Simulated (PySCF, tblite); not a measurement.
# C₂H₆BNO− (doublet): geometry, infrared bands and EPR parameters

Wanted: the infrared bands and EPR parameters of C₂H₆BNO− (doublet) (`[BH2-]NC(C)=O`), by calculation.

Computed with tblite 0.8.0 and PySCF 2.14.0, with density-fitted response routines of our own, on a single molecule in the gas phase. Atoms count from 0, in the outputs and in this text.

### 1 The molecule as given

11 atoms, charge -1, multiplicity 2; geometry from: force field or distance geometry start.

Bonds of the start (Å): B0–N1 1.53, N1–C2 1.42, C2–C3 1.49, C2–O4 1.27, B0–H5 1.17, B0–H6 1.19, N1–H7 1.03, C3–H8 1.12, C3–H9 1.10, C3–H10 1.11.

### 2 Geometry optimisation with GFN2-xTB

The job: settings as JSON, then the geometry in Å.

```
{"job": {"kind": "relax", "xc": "GFN2-xTB", "basis": "xTB"}, "charge": -1, "multiplicity": 2}
B      2.122600    -0.255900     0.208900
N      0.687000    -0.442400    -0.300900
C     -0.347400     0.257600     0.377300
C     -1.734400     0.071200    -0.131400
O     -0.106900     1.022900     1.355800
H      2.930500    -0.437400    -0.617500
H      2.281900     0.734700     0.847900
H      0.491600    -1.075800    -1.095200
H     -2.205200    -0.702700     0.521100
H     -1.781700    -0.163600    -1.202100
H     -2.332400     0.994100     0.010100
```

Launch:

```console
> OMP_NUM_THREADS=1 python probes_run.py task.json out
```

The driver reads the jobs from task.json and runs them one after another.

**Question.** This job is followed by: GFN2-xTB harmonic vibrations, gas phase; UKS B3LYP, pcH-1 on B C H N O, non-relativistic, mean-field spin-orbit, GIAO. What will the session give for the following? strongest single infrared mode (GFN2-xTB); zero-point energy (GFN2-xTB); g(iso) (B3LYP); ⟨S²⟩; largest a(iso) (averaged by class).

The runs gave:

| quantity | value |
| --- | --- |
| strongest single infrared mode (GFN2-xTB) | 2331 cm⁻¹, 581 km/mol |
| zero-point energy (GFN2-xTB) | 49.6 kcal/mol |
| g(iso) (B3LYP) | 2.00287 |
| ⟨S²⟩ | 0.759 (exact 0.75) |
| largest a(iso) (averaged by class) | 1H on H5, H6, -36.5 MHz |

**Reading.** Over 82 steps the energy fell by 0.682 eV; of the close pairs, B0–N1 changed most, 1.535 to 1.421 Å. All 27 modes are real, so the xTB geometry is a minimum. The strongest single mode, at 2331 cm⁻¹, moves mainly H5. GFN2-xTB is a fitted tight-binding method: band positions and strengths are rough. Its intensities can rank the bands wrongly. The largest share of the spin, 0.76 e, sits on B0. The isotropic g lies 0.6 ppt above the free-electron value. The records flag this anion as possibly unbound in the gas phase, so the basis may hold the extra electron. The conformer search found further structures of the same energy, which may be mirror or relabelled copies of this one.
